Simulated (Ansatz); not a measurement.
# Carbon, fcc: r²SCAN0 at the r²SCAN geometry

Aim: see what exact exchange does to the levels, and what it costs. Spin polarisation is left out. The cell comes from an earlier r²SCAN relaxation. Exact exchange is dear, so the k-mesh is coarse, and r²SCAN is run on the same mesh for comparison.

Method: DFT, plane waves (500 eV) with PBE-made PAW files, scalar-relativistic; functionals as named at each step, in Ansatz 0.2.0.

**1. The starting structure**

Symmetry: Fm-3m, No. 225, cubic system. Conventional cell: a = 3.096 Å, b = 3.096 Å, c = 3.096 Å, α = 90.00°, β = 90.00°, γ = 90.00°. C (site symmetry m-3m) has 12 C at 2.19 Å as nearest neighbours.

As a file:

```xyz
1
Lattice="0.0000 1.5481 1.5481 1.5481 0.0000 1.5481 1.5481 1.5481 0.0000" Properties=species:S:1:pos:R:3 pbc="T T T"
C     0.0000    0.0000    0.0000
```

**2. r²SCAN on the coarse mesh**

The run with r²SCAN.

The input, input.yaml:

```yaml
crystal:
  lattice:
    - [0.0, 1.5481131776, 1.5481131776]
    - [1.5481131776, 0.0, 1.5481131776]
    - [1.5481131776, 1.5481131776, 0.0]
  atoms:
    - { symbol: C, position: [0.0, 0.0, 0.0] }
hamiltonian:
  xc: r2scan
  pseudopotentials:
    kind: paw
    azcp:
      C: "pseudopotentials/C.paw.azcp"
basis:
  ecutwfc: 500
  fft_grid_basis: typed
kpoints:
  mp_grid: { grid: [9, 9, 9], shift: [0, 0, 0] }
magnetization:
  spin_polarized: false
scf:
  occupations: { method: fermi_dirac, width: 0.1 }
```

Command:

```bash
ansatz run input.yaml --threads 4 --pin off --max-ram 8192MiB --backend cpu --events-out ev --progress --plain --runs-dir out
```

**3. r²SCAN0 on the coarse mesh**

The run with r²SCAN0.

input.yaml, as its differences from that of step 2:

```diff
@@ -8,3 +8,3 @@
 hamiltonian:
-  xc: r2scan
+  xc: r2scan0
   pseudopotentials:
```

(Steps that only read results are left out.)

Q: Predict the outcome of this session. Wanted: r²SCAN: gap; r²SCAN0: gap; r²SCAN0: relative to graphite.

As calculated:

| quantity | value |
| --- | --- |
| r²SCAN: gap | none (levels filled in part) |
| r²SCAN0: gap | none (levels filled in part) |
| r²SCAN0: SCF cycles, exchange loops | 14, 2 |
| r²SCAN0: CPU time over that of r²SCAN | 11 |
| r²SCAN0: relative to graphite | +5211 meV/atom |

What this shows: Both r²SCAN and r²SCAN0 leave levels filled in part. The hybrid took 11 times as much CPU time as r²SCAN on the same settings. r²SCAN0 needed 2 outer loops of the exchange operator. The dense-mesh value adds +9.2 meV/atom, the change that r²SCAN shows between the coarse mesh and its own dense run (not shown). Under r²SCAN0 it lies 5211 meV/atom above graphite (computed apart in the same way); on such meshes a few tens of meV are uncertain for metals. Absolute energies differ from functional to functional, by eV per atom at times, and say nothing by themselves.
